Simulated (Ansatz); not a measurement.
# Hg3 (Hg3): the cost of one run

Program: Ansatz 0.2.0. Level of theory: DFT PBE, plane waves, PAW, molecule in a box with 9 Å of vacuum. These are calculated values, not measurements.

3 further runs of the same task are left out: 1 for a known fault of the program, 2 that didn't finish.

## 1. The starting structure

3 atoms, charge 0, spin multiplicity 1.

No contacts short enough for the rule that draws bonds.

Coordinates:

```xyz
3
charge 0, multiplicity 1
Hg    2.1768    0.0000    0.0000
Hg   -1.0884    1.8852    0.0000
Hg   -1.0884   -1.8852    0.0000
```

An earlier session relaxed this geometry at PBE0, Hg def2-SVP with ECP60 (singlet, point group D3h).

## 2. Scalar-relativistic

File input.yaml:

```yaml
crystal:
  lattice:
    - [12.27, 0.0, 0.0]
    - [0.0, 12.77, 0.0]
    - [0.0, 0.0, 9.0]
  atoms:
    - { symbol: Hg, position: [0.63286797, 0.5000141, 0.5] }
    - { symbol: Hg, position: [0.36675061, 0.6476437, 0.5] }
    - { symbol: Hg, position: [0.36674817, 0.35238841, 0.5] }
basis:
  ecutwfc: 420
  ecutrho_ratio: 4
kpoints:
  mp_grid: { grid: [1, 1, 1] }
hamiltonian:
  xc: pbe
scf:
  occupations: { method: gaussian, width: 0.01 }
output:
  forces: true
  eigenvalues: true
  populations: true
```

On the command line:

```sh
$ ansatz run input.yaml --threads 2 --pin off --max-ram 5120MiB --backend cpu --events-out ev --progress --plain --runs-dir out
```

Q: Estimate wall time and peak memory on 2 threads of Arm Neoverse V2, shared host.

About 2.8 s, with a peak of 0.79 GiB.
